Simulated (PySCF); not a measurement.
**GaH5O (Ga(H2O)H3) at CASSCF(6,6)/cc-pVDZ**

Aim: the vertical ionisation energy of GaH5O (Ga(H2O)H3) at CASSCF(6,6)/cc-pVDZ, from 2 runs. The job is set up through a Python script.

The results are computed with PySCF 2.14.0.

1 further run of the same task is left out (set aside as unsound or not needed).

## Step 1: Starting point

The species is GaH5O (7 atoms), meant as a singlet with charge 0. As SMILES, `[H][Ga]([H])([H])<-[OH2]`. Geometry: a GFN2-xTB relaxation, a rough one for these elements and not checked as a minimum.

Bond lengths: Ga1–O2 2.113 Å, O2–H3 0.966 Å, O2–H4 0.966 Å, Ga1–H5 1.548 Å, Ga1–H6 1.553 Å, Ga1–H7 1.547 Å. Angles: Ga1–O2–H3 123.6°, Ga1–O2–H4 121.9°, O2–Ga1–H5 95.3°, O2–Ga1–H6 99.0°, O2–Ga1–H7 96.1°, H3–O2–H4 109.7°, H5–Ga1–H6 117.8°, H5–Ga1–H7 120.1°, H6–Ga1–H7 118.0°.

## Step 2: The energy at CASSCF(6,6)/cc-pVDZ

Input file input.py:

```python
import numpy
from pyscf import gto, scf, mp, mcscf

mol = gto.M(
    atom=[
    ('Ga', (0.047560, -0.087380, -0.972750)),
    ('O', (0.001520, -0.008100, 1.138710)),
    ('H', (-0.779060, -0.224860, 1.664940)),
    ('H', (0.578250, 0.583140, 1.639190)),
    ('H', (1.591030, -0.048830, -1.083410)),
    ('H', (-0.733360, 1.218160, -1.282850)),
    ('H', (-0.705940, -1.432130, -1.103840)),
],
    spin=0,
    basis='cc-pvdz',
    max_memory=1860,
    verbose=3,
    charge=0,
)

myscf = scf.RHF(mol)
myscf.conv_tol = 1e-10
myscf.kernel()
if not myscf.converged:
    myscf = myscf.newton().run(myscf.mo_coeff, myscf.mo_occ)

pt = mp.MP2(scf.addons.convert_to_uhf(myscf)).run()
noons, natorbs = mcscf.addons.make_natural_orbitals(pt)
print('natural occupations', numpy.round(noons[:40], 4))
cas = mcscf.CASSCF(myscf, 6, 6)
cas.fix_spin_(ss=0.0)
cas.natorb = True
cas.kernel(natorbs)
e_tot = cas.e_tot
print('E(%s) = %.9f' % ('CASSCF', e_tot))
```

The run is started by

```bash
$ OMP_NUM_THREADS=1 python input.py
```

Log:

```text
converged SCF energy = -2000.975932255
E(UMP2) = -2001.29446789408  E_corr = -0.31853563907958
E(SCS-UMP2) = -2001.2959140038  E_corr = -0.319981748792426
natural occupations [2.     2.     2.     2.     2.     1.9999 1.9998 1.9996 1.9996 1.9995
 1.9979 1.9979 1.9978 1.9977 1.9976 1.9864 1.9784 1.9752 1.9747 1.9718
 1.9678 1.9677 0.0227 0.0226 0.0192 0.0152 0.0124 0.0109 0.0103 0.0068
 0.006  0.006  0.0059 0.0056 0.0051 0.0048 0.0043 0.0042 0.0037 0.0036]
CASSCF energy = -2001.06185187486
CASCI E = -2001.06185187486  E(CI) = -14.2406384607141  S^2 = 0.0000000
E(CASSCF) = -2001.061851875
```

Run time: 6 s. Hardware: 1 thread of Arm Neoverse V1, shared host; peak memory 0.2 GiB.

## Step 3: The doublet cation at the same level

Input file input.py:

```python
import numpy
from pyscf import gto, scf, mp, mcscf

molecule = gto.M(
    atom='''
Ga   0.047560  -0.087380  -0.972750
O    0.001520  -0.008100   1.138710
H   -0.779060  -0.224860   1.664940
H    0.578250   0.583140   1.639190
H    1.591030  -0.048830  -1.083410
H   -0.733360   1.218160  -1.282850
H   -0.705940  -1.432130  -1.103840
''',
    max_memory=1860,
    verbose=3,
    basis='cc-pvdz',
    charge=1,
    spin=1,
)

mf = molecule.ROHF()
mf.conv_tol = 1e-10
mf.kernel()
if not mf.converged:
    mf = mf.newton().run(mf.mo_coeff, mf.mo_occ)

pt = mp.MP2(scf.addons.convert_to_uhf(mf)).run()
noons, natorbs = mcscf.addons.make_natural_orbitals(pt)
print('natural occupations', numpy.round(noons[:40], 4))
cas = mcscf.CASSCF(mf, 6, 5)
cas.fix_spin_(ss=0.75)
cas.natorb = True
cas.kernel(natorbs)
e_tot = cas.e_tot
print('E = %.10f Eh' % e_tot)
```

The run is started by

```bash
$ OMP_NUM_THREADS=1 python input.py
```

Log:

```text
converged SCF energy = -2000.62262164899
E(UMP2) = -2000.92051163996  E_corr = -0.297889990967167
E(SCS-UMP2) = -2000.91945488181  E_corr = -0.296833232819657
natural occupations [2.     2.     2.     2.     2.     1.9999 1.9998 1.9997 1.9996 1.9996
 1.998  1.998  1.998  1.9977 1.9976 1.9862 1.9763 1.9723 1.9714 1.9681
 1.9669 1.0008 0.0232 0.0222 0.0193 0.0148 0.0123 0.0111 0.0066 0.0065
 0.0057 0.0049 0.0048 0.0047 0.0045 0.004  0.004  0.0031 0.0023 0.0023]
CASSCF energy = -2000.67672570330
CASCI E = -2000.67672570330  E(CI) = -9.60082430584634  S^2 = 0.7500000
E = -2000.6767257033 Eh
```

It took 11 s on 1 thread of Arm Neoverse V1, shared host; peak memory 0.2 GiB.

## Step 4: What came out

Level: CASSCF(6,6)/cc-pVDZ.

```
                                            quantity           value
                         singlet GaH5O: total energy  -2001.06185 Eh
 singlet GaH5O: dipole moment (Hartree–Fock density)          4.71 D
  singlet GaH5O: HOMO energy (Hartree–Fock orbitals)       -10.58 eV
  singlet GaH5O: LUMO energy (Hartree–Fock orbitals)         2.79 eV
singlet GaH5O: HOMO–LUMO gap (Hartree–Fock orbitals)        13.36 eV
                        doublet cation: total energy  -2000.67673 Eh
  vertical ionisation energy (to the doublet cation)       10.480 eV
```

In words: The vertical ionisation energy comes to 10.48 eV (242 kcal/mol). Mulliken charges (singlet GaH5O) of the mean-field density run from -0.29 on O2 to +0.51 on Ga1; they depend strongly on the basis.
